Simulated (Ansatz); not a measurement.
The system is Hf2Pd2Se2Br2O3.

```
CELL_PARAMETERS angstrom
5.76070 0.00000 0.00000
-0.52247 5.84720 0.00000
-1.48845 -0.88663 6.65037
ATOMIC_POSITIONS crystal
Hf 0.74540 0.39602 0.34989
Hf 0.28763 0.45322 0.59401
Pd 0.90854 0.13294 0.84849
Pd 0.25249 0.90323 0.35874
Se 0.63469 0.40355 0.93716
Se 0.62597 0.78174 0.53023
Br 0.85273 0.99089 0.15355
Br 0.22526 0.82084 0.86223
O 0.96040 0.28925 0.59026
O 0.43233 0.24524 0.40864
O 0.07457 0.58308 0.36682
```

The cell was built by a generator and needn't be a form met in nature.

| Quantity | Value |
| --- | --- |
| Program | Ansatz 0.2.0 |
| Task | relaxation of cell and atoms |
| Functional | revPBE |
| Potentials or basis | Ansatz PAW |
| Cutoff | 420 eV (not typed: the program's choice for these potentials) |
| k mesh | 4 × 4 × 3 |
| Occupations | fermi-dirac, width 0.05 eV |
| Spin | no spin polarisation |

At the start: volume 20.36 Å³/atom.

**Question.** Where does the relaxation end?

**Answer.** It ends after 9 steps and the volume is 20.99 Å³/atom (+3.1 %); space group P1 (No. 1, to 0.05 Å).

The path:
| step | energy change (eV) | largest force (eV/Å) | volume (Å³) |
| --- | --- | --- | --- |
| 1 | 0.0000 | 0.1072 | 224.01 |
| 2 | -0.0102 | 0.1978 | 233.45 |
| 3 | -0.0302 | 0.0760 | 230.56 |
| 4 | -0.0314 | 0.0447 | 230.37 |
| 5 | -0.0315 | 0.0323 | 230.70 |
| 6 | -0.0317 | 0.0068 | 230.71 |
| 7 | -0.0401 | 0.0080 | 230.71 |
| 8 | -0.0399 | 0.0033 | 230.91 |
| 9 | -0.0401 | 0.0032 | 230.91 |

Final structure:
```
CELL_PARAMETERS angstrom
5.79909 0.00410 0.00173
-0.52179 5.91459 0.01710
-1.49701 -0.87834 6.72894
ATOMIC_POSITIONS crystal
Hf 0.74610 0.39589 0.35161
Hf 0.28683 0.45392 0.59202
Pd 0.90740 0.13571 0.84945
Pd 0.25408 0.90239 0.35857
Se 0.63252 0.40203 0.93841
Se 0.62495 0.77835 0.52938
Br 0.85611 0.99530 0.15466
Br 0.22191 0.81718 0.85810
O 0.96103 0.29043 0.58968
O 0.43427 0.24671 0.41141
O 0.07481 0.58209 0.36674
```

Caveat: the plane-wave basis is chosen anew once the cell has moved, so the energies of steps on either side of that aren't comparable; the PAW data sets come from PBE, with cores solved anew for the run's functional, which leaves a small shift of forces and pressure.
